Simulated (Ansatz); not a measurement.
# BGe− (singlet): density functionals in aug-cc-pVTZ

Aim: run BGe− (singlet) with a set of functionals in one basis and compare levels, spin and time.

Method: aug-cc-pVTZ, all electrons in the functionals, frozen cores in the correlation of double hybrids and RPA; program: Ansatz 0.2.0, Gaussian basis.

To be run: SPW92, PBE, BLYP, r2SCAN, PBE0, B3LYP, wB97M-V, B2PLYP, RKS PBE0, RPA-PBE.

2 further runs of the same task are left out: 1 for a known fault of the program, 1 that didn't finish. Runs told in other sessions of the task aren't counted.

## 1. What is computed

The geometry is a PBE0/def2-TZVPD stationary point (not a proven minimum). No spin-orbit coupling is included. The filled d shell of Ge may be among the frozen orbitals whatever the setting's name suggests.

2 atoms, charge -1, spin multiplicity 1.

Atoms are counted from 1 here; the program's logs count them from 0.

Bond lengths: Ge1–B2 1.841 Å.

As a file:

```xyz
2

Ge    0.0000    0.0000    0.0000
B     0.0000    0.0000    1.8406
```

No dispersion term is added; wB97M-V holds VV10 nonlocal correlation. B3LYP takes the VWN-RPA correlation.

## 2. SPW92 (unrestricted)

in.yaml reads:

```yaml
crystal:
  periodic: [false, false, false]
  atoms:
    - {symbol: Ge, position_ang: [0.000000, 0.000000, 0.000000]}
    - {symbol: B, position_ang: [0.000000, 0.000000, 1.840600]}
basis:
  gaussian: {orbitals: aug-cc-pVTZ}
total_charge: -1
magnetization: {spin_polarized: true, initial_magnetization: 0}
hamiltonian: {xc: {name: SPW92}}
```

On the command line:

```console
ansatz run in.yaml --threads 1 --pin off --events-out ev --progress --plain --max-ram 2393MiB
```

Standard output:

```text
Functional definition: SPW92
  name "SPW92"
  cite "Dirac, Proc. Camb. Phil. Soc. 26, 376 (1930) doi:10.1017/S0305004100016108"
  cite "Slater, Phys. Rev. 81, 385 (1951) doi:10.1103/PhysRev.81.385"
  cite "Perdew & Wang, Phys. Rev. B 45, 13244 (1992) doi:10.1103/PhysRevB.45.13244"
  exchange = slater_x
  correlation = pw_c
670 factors; their error is unknown
mean field evaluation 1: about -57097.1890 eV, gradient 2.2e1 eV
mean field evaluation 2: about -57083.9413 eV, gradient 4.4e1 eV
mean field evaluation 4: about -57095.1183 eV, gradient 1.6e1 eV
mean field evaluation 8: about -57098.5984 eV, gradient 3.0e-5 eV
mean field evaluation 16: about -57098.6541 eV, gradient 5.7e-1 eV
mean field evaluation 32: about -57098.7990 eV, gradient 5.0e-6 eV
mean field evaluation 64: about -57097.9944 eV, gradient 4.0e-2 eV
mean field evaluation 96: about -57098.5984 eV, gradient 2.5e-5 eV
mean field evaluation 128: about -57098.0665 eV, gradient 7.5e-1 eV
mean field evaluation 160: about -57098.5075 eV, gradient 4.5e0 eV
mean field evaluation 192: about -57098.7122 eV, gradient 6.5e-1 eV
mean field -57098.79897365 eV, -2098.3421593255 hartree, gradient 5.0e-6 eV, S^2 0.814492; 19 other end points of the search recorded, 0 dependent functions left out
reference -57098.79900674 eV, -2098.3421605417 hartree; 19, 19 occupied and 86, 86 virtual orbitals, 670 factors
Total energy: -57098.79900674 eV, -2098.3421605417 hartree
```

Wall time 6 s (1 thread of AMD EPYC 9R45, shared host).

From the report: ⟨S²⟩ of the determinant 0.814 (pure singlet: 0.00). The determinant of SPW92 (⟨S²⟩ 0.81) is far from a pure spin state, so its energy mixes those of several spin states; that is harmless only where they are near-degenerate.

## 3. PBE (unrestricted)

in.yaml, as its differences from that of step 2:

```diff
@@ -9,2 +9,3 @@
 magnetization: {spin_polarized: true, initial_magnetization: 0}
-hamiltonian: {xc: {name: SPW92}}
+hamiltonian: {xc: {name: PBE}}
+output: {orbitals: {seedname: orbitals}}
```

Same command.

Standard output, shortened:

```text
Functional definition: PBE
  name "PBE"
  cite "Perdew, Burke & Ernzerhof, Phys. Rev. Lett. 77, 3865 (1996) doi:10.1103/PhysRevLett.77.3865"
  parent pbe
[...]
670 factors; their error is unknown
[...]
mean field -57182.76558528 eV, -2101.4278753882 hartree, gradient 7.1e-6 eV, S^2 0.958967; 21 other end points of the search recorded, 0 dependent functions left out
reference -57182.76562052 eV, -2101.4278766834 hartree; 19, 19 occupied and 86, 86 virtual orbitals, 670 factors
Total energy: -57182.76562052 eV, -2101.4278766834 hartree
```

Run time: 17 s. Hardware: 1 thread of AMD EPYC 9R45, shared host.

From the report: ⟨S²⟩ of the determinant 0.959 (pure singlet: 0.00). The determinant of PBE (⟨S²⟩ 0.96) is far from a pure spin state, so its energy mixes those of several spin states; that is harmless only where they are near-degenerate.

## 4. BLYP (unrestricted)

in.yaml, as its differences from that of step 3:

```diff
@@ -9,3 +9,2 @@
 magnetization: {spin_polarized: true, initial_magnetization: 0}
-hamiltonian: {xc: {name: PBE}}
-output: {orbitals: {seedname: orbitals}}
+hamiltonian: {xc: {name: BLYP}}
```

Same command.

Standard output, shortened:

```text
Functional definition: BLYP
  name "BLYP"
  cite "Becke, Phys. Rev. A 38, 3098 (1988) doi:10.1103/PhysRevA.38.3098"
  cite "Lee, Yang & Parr, Phys. Rev. B 37, 785 (1988) doi:10.1103/PhysRevB.37.785"
[...]
670 factors; their error is unknown
[...]
mean field -57193.84165354 eV, -2101.8349133893 hartree, gradient 7.8e-6 eV, S^2 0.901266; 18 other end points of the search recorded, 0 dependent functions left out
reference -57193.84186574 eV, -2101.8349211875 hartree; 19, 19 occupied and 86, 86 virtual orbitals, 670 factors
Total energy: -57193.84186574 eV, -2101.8349211875 hartree
```

It took 17 s on 1 thread of AMD EPYC 9R45, shared host.

From the report: ⟨S²⟩ of the determinant 0.901 (pure singlet: 0.00). The determinant of BLYP (⟨S²⟩ 0.90) is far from a pure spin state, so its energy mixes those of several spin states; that is harmless only where they are near-degenerate.

## 5. r2SCAN (unrestricted)

in.yaml, as its differences from that of step 4:

```diff
@@ -9,2 +9,2 @@
 magnetization: {spin_polarized: true, initial_magnetization: 0}
-hamiltonian: {xc: {name: BLYP}}
+hamiltonian: {xc: {name: r2SCAN}}
```

Same command.

Standard output, shortened:

```text
Functional definition: r2SCAN
  name "r2SCAN"
  cite "Furness, Kaplan, Ning, Perdew & Sun, J. Phys. Chem. Lett. 11, 8208 (2020) doi:10.1021/acs.jpclett.0c02405"
  cite "Furness, Kaplan, Ning, Perdew & Sun, J. Phys. Chem. Lett. 11, 9248 (2020) doi:10.1021/acs.jpclett.0c03077"
  parent r2scan
[...]
670 factors; their error is unknown
[...]
mean field -57191.71754601 eV, -2101.7568538774 hartree, gradient 9.6e-7 eV, S^2 1.029915; 24 other end points of the search recorded, 0 dependent functions left out
reference -57191.71760702 eV, -2101.7568561195 hartree; 19, 19 occupied and 86, 86 virtual orbitals, 670 factors
Total energy: -57191.71760702 eV, -2101.7568561195 hartree
```

It took 41 s on 1 thread of AMD EPYC 9R45, shared host; peak memory 0.27 GiB.

From the report: ⟨S²⟩ of the determinant 1.030 (pure singlet: 0.00). The determinant of r2SCAN (⟨S²⟩ 1.03) is far from a pure spin state, so its energy mixes those of several spin states; that is harmless only where they are near-degenerate.

## 6. PBE0 (unrestricted)

in.yaml, as its differences from that of step 5:

```diff
@@ -9,2 +9,3 @@
 magnetization: {spin_polarized: true, initial_magnetization: 0}
-hamiltonian: {xc: {name: r2SCAN}}
+hamiltonian: {xc: {name: PBE0}}
+output: {orbitals: {seedname: orbitals}}
```

The command is unchanged.

Standard output, shortened:

```text
Functional definition: PBE0
  name "PBE0"
  cite "Adamo & Barone, J. Chem. Phys. 110, 6158 (1999) doi:10.1063/1.478522"
  cite "Perdew, Burke & Ernzerhof, Phys. Rev. Lett. 77, 3865 (1996) doi:10.1103/PhysRevLett.77.3865"
  parent pbe
[...]
736 factors; their error is unknown
[...]
mean field -57184.17200124 eV, -2101.4795602216 hartree, gradient 2.2e-6 eV, S^2 1.020969; 15 other end points of the search recorded, 0 dependent functions left out
reference -57184.17202949 eV, -2101.4795612597 hartree; 19, 19 occupied and 86, 86 virtual orbitals, 736 factors
Total energy: -57184.17202949 eV, -2101.4795612597 hartree
```

Wall time 18 s (1 thread of AMD EPYC 9R45, shared host); peak memory 0.3 GiB.

From the report: ⟨S²⟩ of the determinant 1.021 (pure singlet: 0.00). The determinant of PBE0 (⟨S²⟩ 1.02) is far from a pure spin state, so its energy mixes those of several spin states; that is harmless only where they are near-degenerate.

## 7. B3LYP (unrestricted)

in.yaml, as its differences from that of step 6:

```diff
@@ -9,3 +9,2 @@
 magnetization: {spin_polarized: true, initial_magnetization: 0}
-hamiltonian: {xc: {name: PBE0}}
-output: {orbitals: {seedname: orbitals}}
+hamiltonian: {xc: {name: B3LYP}}
```

The command is unchanged.

Standard output, shortened:

```text
Functional definition: B3LYP
  name "B3LYP"
  cite "Stephens, Devlin, Chabalowski & Frisch, J. Phys. Chem. 98, 11623 (1994) doi:10.1021/j100096a001"
  cite "Becke, Phys. Rev. A 38, 3098 (1988) doi:10.1103/PhysRevA.38.3098"
  cite "Lee, Yang & Parr, Phys. Rev. B 37, 785 (1988) doi:10.1103/PhysRevB.37.785"
  cite "Vosko, Wilk & Nusair, Can. J. Phys. 58, 1200 (1980) doi:10.1139/p80-159"
[...]
727 factors; their error is unknown
[...]
mean field -57193.72533683 eV, -2101.8306388291 hartree, gradient 2.7e-6 eV, S^2 1.012441; 14 other end points of the search recorded, 0 dependent functions left out
reference -57193.72550240 eV, -2101.8306449135 hartree; 19, 19 occupied and 86, 86 virtual orbitals, 727 factors
Total energy: -57193.72550240 eV, -2101.8306449135 hartree
```

Run time: 20 s. Hardware: 1 thread of AMD EPYC 9R45, shared host; peak memory 0.32 GiB.

From the report: ⟨S²⟩ of the determinant 1.012 (pure singlet: 0.00). The determinant of B3LYP (⟨S²⟩ 1.01) is far from a pure spin state, so its energy mixes those of several spin states; that is harmless only where they are near-degenerate.

## 8. wB97M-V (unrestricted)

in.yaml, as its differences from that of step 7:

```diff
@@ -9,2 +9,3 @@
 magnetization: {spin_polarized: true, initial_magnetization: 0}
-hamiltonian: {xc: {name: B3LYP}}
+hamiltonian: {xc: {name: wB97M-V}}
+output: {orbitals: {seedname: orbitals}}
```

Launched as before.

Standard output, shortened:

```text
Functional definition: wB97M-V
  name "wB97M-V"
  cite "Mardirossian & Head-Gordon, J. Chem. Phys. 144, 214110 (2016) doi:10.1063/1.4952647"
  cite "Becke, J. Chem. Phys. 107, 8554 (1997) doi:10.1063/1.475007"
  cite "Vydrov & Van Voorhis, J. Chem. Phys. 133, 244103 (2010) doi:10.1063/1.3521275"
  # Of w^i u^j: cxij and so on, Table III.
[...]
  gx(w, u) = 1 - cx + cx01*u + cx10*w
  gss(w, u) = css00 + css04*u^4 + css10*w + css20*w^2 + css43*w^4*u^3
  gos(w, u) = cos00 + cos10*w + (cos20 + cos21*u)*w^2 + (cos60 + cos61*u)*w^6
[...]
      + integral(e_c_pw_mod_opposite_spin*gos(b97_w_opposite, b97_u_opposite)) + vv10(b, c)
707 factors; their error is unknown
221 factors; integrals over basis functions are off by at most 3.6e-5 eV
[...]
mean field -57188.72229641 eV, -2101.6467804847 hartree, gradient 6.5e-6 eV, S^2 1.015331; 8 other end points of the search recorded, 0 dependent functions left out
reference -57188.72232609 eV, -2101.6467815756 hartree; 19, 19 occupied and 86, 86 virtual orbitals, 707 factors
Total energy: -57188.72232609 eV, -2101.6467815756 hartree
```

Run time: 32 s. Hardware: 1 thread of AMD EPYC 9R45, shared host; peak memory 0.42 GiB.

From the report: ⟨S²⟩ of the determinant 1.015 (pure singlet: 0.00). The determinant of wB97M-V (⟨S²⟩ 1.02) is far from a pure spin state, so its energy mixes those of several spin states; that is harmless only where they are near-degenerate.

## 9. B2PLYP (unrestricted)

in.yaml, as its differences from that of step 8:

```diff
@@ -9,3 +9,3 @@
 magnetization: {spin_polarized: true, initial_magnetization: 0}
-hamiltonian: {xc: {name: wB97M-V}}
-output: {orbitals: {seedname: orbitals}}
+hamiltonian: {xc: {name: B2PLYP}}
+correlation: {electrons: outside_noble_gas}
```

Same command.

Standard output, shortened:

```text
Functional definition: B2PLYP
  name "B2PLYP"
  cite "Grimme, J. Chem. Phys. 124, 034108 (2006) doi:10.1063/1.2148954"
  cite "Becke, Phys. Rev. A 38, 3098 (1988) doi:10.1103/PhysRevA.38.3098"
  cite "Lee, Yang & Parr, Phys. Rev. B 37, 785 (1988) doi:10.1103/PhysRevB.37.785"
[...]
653 factors; integrals over basis functions are off by at most 1.1e-3 eV
[...]
mean field -57178.71560095 eV, -2101.2790412096 hartree, gradient 2.8e-6 eV, S^2 1.037608; 14 other end points of the search recorded, 0 dependent functions left out
15 core orbitals not correlated: weight in the atoms' cores, before any rotation towards them, 0.999 or more for the frozen orbitals, at most 0.001 for the correlated occupied ones
reference -57178.71570581 eV, -2101.2790450631 hartree; 4, 4 occupied and 86, 86 virtual orbitals, 653 factors
second order -6.08243737 eV of doubles, -0.00000000 eV of singles
Total energy: -57180.35796390 eV, -2101.3393969347 hartree
```

Wall time 18 s (1 thread of AMD EPYC 9R45, shared host); peak memory 0.26 GiB.

From the report: ⟨S²⟩ of the determinant 1.038 (pure singlet: 0.00). The determinant of B2PLYP (⟨S²⟩ 1.04) is far from a pure spin state, so its energy mixes those of several spin states; that is harmless only where they are near-degenerate.

## 10. PBE0 (restricted)

in.yaml, as its differences from that of step 9:

```diff
@@ -8,4 +8,2 @@
 total_charge: -1
-magnetization: {spin_polarized: true, initial_magnetization: 0}
-hamiltonian: {xc: {name: B2PLYP}}
-correlation: {electrons: outside_noble_gas}
+hamiltonian: {xc: {name: PBE0}}
```

The command is unchanged.

Standard output:

```text
Functional definition: PBE0
  name "PBE0"
  cite "Adamo & Barone, J. Chem. Phys. 110, 6158 (1999) doi:10.1063/1.478522"
  cite "Perdew, Burke & Ernzerhof, Phys. Rev. Lett. 77, 3865 (1996) doi:10.1103/PhysRevLett.77.3865"
  parent pbe
  parameter a = 0.25
  parameter kappa = 0.804
  parameter beta = 0.06672455060314922
  exchange = (1 - a)*pbe_x(kappa = kappa, mu = beta*pi^2/3) + a*exact_x
  correlation = pbe_c(beta = beta)
736 factors; their error is unknown
mean field evaluation 1: about -57182.8888 eV, gradient 1.8e1 eV
mean field evaluation 2: about -57181.2625 eV, gradient 2.7e1 eV
mean field evaluation 4: about -57183.3321 eV, gradient 1.4e0 eV
mean field evaluation 8: about -57183.5908 eV, gradient 5.6e-2 eV
mean field evaluation 16: about -57183.5909 eV, gradient 8.8e-4 eV
mean field evaluation 32: about -57182.9021 eV, gradient 1.7e0 eV
mean field -57183.59085743 eV, -2101.4582035806 hartree, gradient 1.2e-5 eV, S^2 0.000000; 4 other end points of the search recorded, 0 dependent functions left out
reference -57183.59088424 eV, -2101.4582045657 hartree; 19, 19 occupied and 86, 86 virtual orbitals, 736 factors
Total energy: -57183.59088424 eV, -2101.4582045657 hartree
```

It took 2.5 s on 1 thread of AMD EPYC 9R45, shared host.

## 11. RPA-PBE

in.yaml, as its differences from that of step 10:

```diff
@@ -8,2 +8,4 @@
 total_charge: -1
-hamiltonian: {xc: {name: PBE0}}
+magnetization: {spin_polarized: true, initial_magnetization: 0}
+hamiltonian: {xc: {name: PBE}}
+correlation: {method: rpa, electrons: outside_noble_gas}
```

Same command.

Standard output, shortened:

```text
Functional definition: PBE
  name "PBE"
  cite "Perdew, Burke & Ernzerhof, Phys. Rev. Lett. 77, 3865 (1996) doi:10.1103/PhysRevLett.77.3865"
  parent pbe
[...]
653 factors; integrals over basis functions are off by at most 1.1e-3 eV
[...]
mean field -57182.76557952 eV, -2101.4278751767 hartree, gradient 3.9e-8 eV, S^2 0.958969; 24 other end points of the search recorded, 0 dependent functions left out
15 core orbitals not correlated: weight in the atoms' cores, before any rotation towards them, 0.998 or more for the frozen orbitals, at most 0.001 for the correlated occupied ones
reference -57142.11003024 eV, -2099.9338112980 hartree; 4, 4 occupied and 86, 86 virtual orbitals, 653 factors
Total energy: -57151.44450233 eV, -2100.2768468201 hartree
```

Run time: 26 s. Hardware: 1 thread of AMD EPYC 9R45, shared host.

From the report: ⟨S²⟩ of the determinant 0.959 (pure singlet: 0.00). The determinant of RPA-PBE (⟨S²⟩ 0.96) is far from a pure spin state, so its energy mixes those of several spin states; that is harmless only where they are near-degenerate.

## 12. Side by side

```
functional  energy (eV)   ⟨S²⟩   time
     SPW92  -57098.7990  0.814    6 s
       PBE  -57182.7656  0.959   17 s
      BLYP  -57193.8419  0.901   17 s
    r2SCAN  -57191.7176  1.030   41 s
      PBE0  -57184.1720  1.021   18 s
     B3LYP  -57193.7255  1.012   20 s
   wB97M-V  -57188.7223  1.015   32 s
    B2PLYP  -57180.3580  1.038   18 s
  RKS PBE0  -57183.5909  0.000  2.5 s
   RPA-PBE  -57151.4445  0.959   26 s
```

Orbital levels of the runs that wrote orbitals: PBE HOMO 0.68, LUMO 0.96 eV; PBE0 HOMO -0.07, LUMO 1.86 eV; wB97M-V HOMO -1.95, LUMO 3.04 eV.

## 13. Summary of results

```
                quantity                        value
spread of total energies                      95.0 eV
       quickest, slowest  RKS PBE0 2.5 s, r2SCAN 41 s
```

In words: Total energies of different functionals can't be ranked; only differences within one functional count.

The anion's highest level is positive in at least one run, so there the basis alone may hold the extra electron.
